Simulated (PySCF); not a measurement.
# C8H18O3Si: NMR shifts at several levels of theory, part 2 of 2

PySCF 2.14.0. Atoms count from 0.

## 6. Shielding tensors: KT2/pcSseg-1

The job: settings as JSON, then the geometry in Å.

```
{"job": {"kind": "nmr", "xc": "KT2", "basis": "pcSseg-1", "pop": false}, "charge": 0, "multiplicity": 1}
C      1.250526    -2.253786    -1.775325
C      0.451085    -1.190038    -1.923235
Si    -0.061642    -0.139488    -0.487774
O      0.994715    -0.335947     0.777531
C      2.331501     0.107412     0.794017
C      2.976345    -0.291142     2.100246
O     -1.549871    -0.528914     0.109788
C     -1.862047    -1.712354     0.806533
C     -3.329254    -1.710831     1.164914
O     -0.134450     1.422560    -1.003192
C     -0.623576     2.488848    -0.216982
C     -0.258526     3.801992    -0.867144
H      1.532772    -2.897656    -2.615995
H      1.660257    -2.528357    -0.796253
H      0.066903    -0.956720    -2.924135
H      2.892152    -0.324327    -0.056744
H      2.367983     1.205918     0.669480
H      4.020752     0.053104     2.141983
H      2.428854     0.147576     2.947799
H      2.964411    -1.385123     2.218654
H     -1.241435    -1.786435     1.718102
H     -1.623692    -2.595988     0.183370
H     -3.569090    -0.840964     1.794574
H     -3.597725    -2.625255     1.715234
H     -3.947648    -1.654292     0.256673
H     -1.719512     2.398297    -0.112962
H     -0.202606     2.438843     0.805113
H      0.834005     3.901876    -0.952833
H     -0.641423     4.648284    -0.276897
H     -0.685523     3.861127    -1.879360
```

Method: GIAO KT2/pcSseg-1 NMR shielding, non-relativistic, gas phase.

The program printed:

```text
coarse grid: 24736 points
cycle   1  E = -841.6613091835  dE =  1.185e+00  |g| = 1.344e+00  |ddm| = 4.778e+00
cycle   2  E = -840.5808012433  dE =  1.081e+00  |g| = 2.621e+00  |ddm| = 4.071e+00
cycle   3  E = -841.9954167097  dE = -1.415e+00  |g| = 3.350e-01  |ddm| = 3.322e+00
cycle   4  E = -842.0198475549  dE = -2.443e-02  |g| = 1.359e-01  |ddm| = 4.200e-01
cycle   5  E = -842.0235042036  dE = -3.657e-03  |g| = 6.023e-02  |ddm| = 1.333e-01
cycle   6  E = -842.0242568802  dE = -7.527e-04  |g| = 2.099e-02  |ddm| = 6.114e-02
cycle   7  E = -842.0243698800  dE = -1.130e-04  |g| = 5.730e-03  |ddm| = 1.933e-02
cycle   8  E = -842.0243760882  dE = -6.208e-06  |g| = 2.355e-03  |ddm| = 5.870e-03
final grid: 231912 points
cycle   9  E = -842.1642177348  dE = -3.861e-04  |g| = 2.554e-02  |ddm| = 6.214e-02
cycle  10  E = -842.1640139666  dE =  2.038e-04  |g| = 3.965e-02  |ddm| = 5.230e-02
cycle  11  E = -842.1643372517  dE = -3.233e-04  |g| = 5.899e-03  |ddm| = 3.617e-02
cycle  12  E = -842.1643435124  dE = -6.261e-06  |g| = 1.872e-03  |ddm| = 5.720e-03
cycle  13  E = -842.1643442792  dE = -7.668e-07  |g| = 5.970e-04  |ddm| = 1.712e-03
cycle  14  E = -842.1643443709  dE = -9.173e-08  |g| = 1.426e-04  |ddm| = 5.707e-04
cycle  15  E = -842.1643443755  dE = -4.542e-09  |g| = 4.674e-05  |ddm| = 1.393e-04
cycle  16  E = -842.1643443759  dE = -4.702e-10  |g| = 1.553e-05  |ddm| = 4.794e-05
converged SCF energy = -842.1643443759

GIAO shielding tensors (ppm)
atom      isotropic    diamagn.    paramagn.     s11        s22        s33       span
  0 C       48.197     256.944    -208.747    -66.605     49.096    162.100    228.705
  1 C       57.887     267.173    -209.286    -44.114     50.364    167.410    211.524
  2 Si     417.681     892.656    -474.974    411.976    415.359    425.709     13.733
  3 O      263.861     408.698    -144.836    233.263    243.576    314.745     81.482
  4 C      120.852     246.180    -125.329     94.323    104.580    163.652     69.329
  5 C      163.416     248.486     -85.069    146.388    160.713    183.148     36.760
  6 O      253.228     406.102    -152.874    203.529    246.514    309.641    106.112
  7 C      122.164     246.615    -124.451     93.887    108.504    164.101     70.214
  8 C      163.494     247.633     -84.139    146.475    160.491    183.517     37.041
  9 O      256.130     404.012    -147.882    214.339    244.378    309.672     95.333
 10 C      121.865     247.504    -125.639     94.149    108.202    163.243     69.094
 11 C      163.391     247.530     -84.139    146.414    160.485    183.275     36.861
 12 H       24.975      28.814      -3.839     22.323     24.204     28.398      6.075
 13 H       25.320      35.410     -10.090     21.704     24.571     29.687      7.983
 14 H       25.567      33.119      -7.553     24.413     24.886     27.400      2.987
 15 H       27.347      33.014      -5.667     22.285     28.144     31.612      9.328
 16 H       27.260      33.579      -6.319     21.011     28.823     31.947     10.935
 17 H       30.176      26.630       3.546     26.342     27.139     37.047     10.705
 18 H       29.765      30.834      -1.070     26.119     28.421     34.754      8.635
 19 H       29.836      30.258      -0.422     26.150     28.532     34.825      8.675
 20 H       27.236      34.254      -7.018     21.020     29.033     31.655     10.635
 21 H       27.439      32.466      -5.026     21.936     28.607     31.775      9.840
 22 H       29.795      30.380      -0.585     26.050     28.605     34.730      8.680
 23 H       30.222      26.268       3.954     26.310     27.318     37.037     10.727
 24 H       29.897      29.199       0.698     26.245     28.210     35.236      8.991
 25 H       27.076      33.014      -5.938     20.993     28.446     31.790     10.797
 26 H       27.128      35.080      -7.952     21.666     28.179     31.539      9.873
 27 H       29.887      30.165      -0.278     26.012     28.966     34.684      8.673
 28 H       30.186      26.587       3.600     26.329     27.262     36.968     10.639
 29 H       29.788      28.819       0.969     26.136     28.017     35.211      9.075
```

Run time: 76 s. Hardware: 8 threads of Intel Xeon at 2.50GHz (Skylake/Cascade Lake), shared host.

Key values: δ C0 135.0, C1 125.3, C4 61.6, C5 19.8, H12 6.20, H13 5.86 ppm (means over like atoms).

## 7. NMR shieldings: HF/pcSseg-1

Settings changed since step 6:

```diff
@@ -1,2 +1,2 @@
-{"job": {"kind": "nmr", "xc": "KT2", "basis": "pcSseg-1", "pop": false}, "charge": 0, "multiplicity": 1}
+{"job": {"kind": "nmr", "xc": "HF", "basis": "pcSseg-1", "pop": false}, "charge": 0, "multiplicity": 1}
 C      1.250526    -2.253786    -1.775325
```

Method: GIAO HF/pcSseg-1 NMR shielding, non-relativistic, gas phase.

The program printed:

```text
final grid: 231912 points
cycle   1  E = -826.7466110989  dE =  2.146e+00  |g| = 9.375e-01  |ddm| = 4.559e+00
cycle   2  E = -826.9165079696  dE = -1.699e-01  |g| = 5.168e-01  |ddm| = 8.871e-01
cycle   3  E = -826.9633718726  dE = -4.686e-02  |g| = 9.953e-02  |ddm| = 3.558e-01
cycle   4  E = -826.9661906498  dE = -2.819e-03  |g| = 1.650e-02  |ddm| = 1.109e-01
cycle   5  E = -826.9662781280  dE = -8.748e-05  |g| = 4.359e-03  |ddm| = 2.227e-02
cycle   6  E = -826.9662849332  dE = -6.805e-06  |g| = 1.215e-03  |ddm| = 6.231e-03
cycle   7  E = -826.9662857448  dE = -8.116e-07  |g| = 4.877e-04  |ddm| = 2.134e-03
cycle   8  E = -826.9662858765  dE = -1.317e-07  |g| = 1.884e-04  |ddm| = 8.913e-04
cycle   9  E = -826.9662859057  dE = -2.913e-08  |g| = 7.590e-05  |ddm| = 4.161e-04
cycle  10  E = -826.9662859097  dE = -4.014e-09  |g| = 2.220e-05  |ddm| = 1.708e-04
cycle  11  E = -826.9662859100  dE = -3.747e-10  |g| = 6.623e-06  |ddm| = 6.226e-05
converged SCF energy = -826.9662859100

GIAO shielding tensors (ppm)
atom      isotropic    diamagn.    paramagn.     s11        s22        s33       span
  0 C       43.648     257.100    -213.452   -106.099     63.811    173.231    279.330
  1 C       54.568     268.147    -213.580    -81.201     61.267    183.638    264.839
  2 Si     450.401     884.570    -434.169    439.955    447.589    463.660     23.706
  3 O      310.129     410.896    -100.767    280.147    292.195    358.045     77.898
  4 C      137.503     240.629    -103.126    113.986    124.107    174.417     60.431
  5 C      171.116     244.491     -73.375    154.725    169.709    188.914     34.188
  6 O      301.854     408.538    -106.683    257.508    293.698    354.357     96.850
  7 C      138.026     241.354    -103.328    113.209    126.573    174.295     61.085
  8 C      171.031     243.815     -72.784    154.633    169.389    189.072     34.439
  9 O      303.568     406.777    -103.209    263.669    291.771    355.264     91.595
 10 C      137.375     242.088    -104.713    112.699    125.705    173.720     61.021
 11 C      171.086     243.878     -72.792    154.824    169.459    188.975     34.152
 12 H       25.349      29.336      -3.987     22.098     24.148     29.800      7.703
 13 H       25.620      35.224      -9.605     21.444     24.552     30.862      9.418
 14 H       25.840      33.626      -7.786     24.464     24.788     28.268      3.804
 15 H       28.459      32.936      -4.478     23.074     29.420     32.882      9.808
 16 H       28.356      33.160      -4.803     21.896     30.000     33.173     11.277
 17 H       30.764      27.173       3.590     26.521     27.345     38.426     11.905
 18 H       30.094      30.197      -0.103     25.835     28.780     35.668      9.834
 19 H       30.180      29.843       0.337     25.895     28.888     35.758      9.862
 20 H       28.259      33.652      -5.393     21.872     30.205     32.700     10.828
 21 H       28.544      32.445      -3.901     22.738     29.855     33.037     10.299
 22 H       30.133      29.814       0.319     25.770     28.969     35.660      9.890
 23 H       30.817      26.847       3.969     26.512     27.546     38.392     11.880
 24 H       30.236      28.985       1.252     25.978     28.590     36.142     10.164
 25 H       28.082      32.885      -4.803     21.838     29.361     33.047     11.209
 26 H       28.311      34.420      -6.109     22.676     29.768     32.489      9.814
 27 H       30.255      29.713       0.542     25.771     29.374     35.620      9.849
 28 H       30.764      27.080       3.684     26.514     27.445     38.333     11.819
 29 H       30.107      28.748       1.359     25.835     28.332     36.153     10.319
```

Wall time 53 s (8 threads of Intel Xeon at 2.50GHz (Skylake/Cascade Lake), shared host).

Key values: δ C0 147.2, C1 136.3, C4 53.2, C5 19.8, H12 6.34, H13 6.07 ppm (means over like atoms).

## 8. Run by run: NMR shifts

Shifts (ppm) of some atoms, chosen among heavy atoms and hydrogens apart, means over like atoms, with basis size and wall time:

```
             run     C0     C1    C4   H14   H15    Si2    O3  functions     time
   PBE0/pcSseg-1  146.4  136.8  59.7  5.92  3.72  -56.5  60.9        301  1.7 min
    PBE/pcSseg-1  143.5  135.0  62.3  5.87  3.92  -59.7  76.1        301     80 s
wB97X-D/pcSseg-1  147.3  137.4  59.3  5.90  3.67  -55.5  54.8        301  2.1 min
    KT2/pcSseg-1  135.0  125.3  61.6  5.61  3.93  -56.6  72.9        301     76 s
     HF/pcSseg-1  147.2  136.3  53.2  5.85  3.35  -57.0  28.1        301     53 s
```

## 9. What came out

The summary covers parts 1 to 2.

```
                                                               quantity                             value
                                                            point group                                C1
                                   rotational constants (main isotopes)              0.68, 0.61, 0.47 GHz
13C shifts against TMS (PBE0/pcSseg-1, means over atoms taken as alike)      146.4, 136.8, 59.7, 19.6 ppm
 1H shifts against TMS (PBE0/pcSseg-1, means over atoms taken as alike)  6.42, 6.11, 5.92, 3.72, 1.24 ppm
                                29Si shifts against TMS (PBE0/pcSseg-1)                         -56.5 ppm
17O shifts against H2O (PBE0/pcSseg-1, means over atoms taken as alike)                          60.9 ppm
                                               range of the shift of O3                  28.1 to 76.1 ppm
```

In words: Single values in the summary come from the first run of each kind that ended normally (PBE0/pcSseg-1), which need not be the best level. Over 13 steps the energy fell by 0.158 eV; of the close pairs, C1–Si2 changed most, 1.885 to 1.851 Å. The most deshielded carbon is C0 (terminal =CH2 carbon), at 146.4 ppm: an sp2 carbon of a C=C bond. At PBE0/pcSseg-1: The largest span, 258 ppm, is at C0, where the paramagnetic term is -219 ppm. In ppm, O3 (with its like atoms) moves most: its shift spreads over 48.0 ppm, from 28.1 (HF/pcSseg-1) to 76.1 (PBE/pcSseg-1).
